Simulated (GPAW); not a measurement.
Slab: Al4Co5, a slab with vacuum.

```xyz
9
Lattice="2.8194 0.0000 0.0000 0.0000 2.8194 0.0000 0.0000 0.0000 26.2776" Properties=species:S:1:pos:R:3 pbc="T T T"
Co    1.4097    1.4097    7.5000
Al    0.0000    0.0000    8.9097
Co    1.4097    1.4097   10.3194
Al    0.0000    0.0000   11.7291
Co    1.4097    1.4097   13.1388
Al    0.0000    0.0000   14.5485
Co    1.4097    1.4097   15.9582
Al    0.0000    0.0000   17.3679
Co    1.4097    1.4097   18.7776
```

The cell isn't the ideal one: the (1 0 0) slab of AlCo, cut from the database cell, not relaxed.

Base run:

| Quantity | Value |
| --- | --- |
| Program | GPAW 26.7.0 |
| Functional | BEEF-vdW |
| Potentials or basis | GPAW PAW data sets (gpaw-data 1.2.1) |
| Cutoff | 450 eV |
| Basis | pw |
| k mesh | 9 × 9 × 1 |
| Occupations | fermi-dirac, width 0.05 eV |
| Spin | collinear spin, ferromagnetic start |
| Starting moments | [2.0, 0.0, 2.0, 0.0, 2.0, 0.0, 2.0, 0.0, 2.0] μB |

Its results: band gap on the k mesh none (metal or under the smearing width); net moment 2.98 μB per cell; site moments Co +1.38, +0.06, +0.10; Al -0.03, -0.01 μB; largest force 0.804 eV/Å.

The run is repeated on the same cell with these changes: functional from BEEF-vdW to vdW-DF-cx. What comes out?

Band gap on the k mesh none (metal or under the smearing width); net moment 2.73 μB per cell; site moments Co +1.24, +0.07, +0.09; Al -0.03, -0.01 μB; largest force 0.425 eV/Å.

Caveats: the PAW data sets were made with another functional, which shifts forces and pressure a little.
